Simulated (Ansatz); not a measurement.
**CH5AlO3: up Jacob's ladder to CCSD(T)**

One table from this session's results is given with a row withheld; the runs are named, their logs left out.

Method: functionals in def2-TZVPP, the program's frozen cores in correlated methods; program: Ansatz 0.2.0, Gaussian basis.

The runs, in order: PBE-D4, r2SCAN-D4, PBE0-D4, B3LYP-D4, ωB97X-V, ωB97M-V, B2PLYP; CCSD(T)/def2-TZVPP; MP2/def2-QZVPP; extrapolation to the limit.

**The geometry**

The geometry comes from an earlier relaxation with PBE0-D4 in a triple-zeta def2 set; it is a stationary point, not always the lowest conformer.

10 atoms, charge 0, spin multiplicity 1.

Atoms are counted from 1 here; the program's logs count them from 0.

Bond lengths: O1–Al5 1.694 Å, O1–H6 0.955 Å, C2–O3 1.212 Å, C2–O4 1.345 Å, C2–Al5 2.011 Å, O4–H8 0.973 Å, Al5–H9 1.580 Å, H7–H10 0.762 Å. Angles: Al5–O1–H6 124.3°, O3–C2–O4 120.9°, O3–C2–Al5 121.6°, O4–C2–Al5 117.5°, C2–O4–H8 107.3°, O1–Al5–C2 115.1°, O1–Al5–H9 122.8°, C2–Al5–H9 121.4°.

The first run:

Input file in.yaml:

```yaml
crystal:
  periodic: [false, false, false]
  atoms:
    - {symbol: O, position_ang: [-1.153708, 1.344545, -1.104630]}
    - {symbol: C, position_ang: [0.006353, -1.165906, 0.363550]}
    - {symbol: O, position_ang: [1.041570, -1.697232, 0.024862]}
    - {symbol: O, position_ang: [-1.008148, -1.890521, 0.868283]}
    - {symbol: Al, position_ang: [-0.249727, 0.823882, 0.229717]}
    - {symbol: H, position_ang: [-1.424105, 2.248757, -1.250908]}
    - {symbol: H, position_ang: [1.729720, 0.283329, -0.645696]}
    - {symbol: H, position_ang: [-0.723645, -2.821024, 0.876054]}
    - {symbol: H, position_ang: [0.171621, 1.788433, 1.407434]}
    - {symbol: H, position_ang: [1.693071, 1.034437, -0.765666]}
basis:
  gaussian: {orbitals: def2-TZVPP}
hamiltonian: {xc: pbe, dispersion: d4}
output: {forces: true, orbitals: {seedname: orbitals}}
```

Run with:

```
> ansatz run in.yaml --threads 4 --pin off --events-out ev --progress --plain --max-ram 10444MiB
```

Among the steps run: PBE-D4 (GGA); r2SCAN-D4 (meta-GGA); PBE0-D4 (hybrid); B3LYP-D4 (hybrid); ωB97X-V (range-separated); ωB97M-V (range-separated); B2PLYP (double hybrid); CCSD(T) in def2-TZVPP; MP2 in def2-QZVPP.

One of the session's tables, all rows but one given; the rest of the session is left out.

It belongs to the step «Atomisation energies». 

```
            method  atomisation energy (kJ/mol)
            PBE-D4                       3701.8
         r2SCAN-D4                       3629.5
           PBE0-D4                       3576.7
          B3LYP-D4                       3602.9
           ωB97X-V                       3617.0
           ωB97M-V                       3627.2
            B2PLYP                       3576.3
     HF/def2-TZVPP                       2449.4
    MP2/def2-TZVPP                       3620.1
   CCSD/def2-TZVPP                       3446.9
CCSD(T)/def2-TZVPP                       3517.8
           MP2/CBS                       3733.1
       CCSD(T)/CBS                            ?
```

**Question.** Estimate the row for CCSD(T)/CBS.

The run gave: atomisation energy (kJ/mol): 3630.8. In the column «atomisation energy (kJ/mol)» it lies between r2SCAN-D4 (3629.5) and PBE-D4 (3701.8).
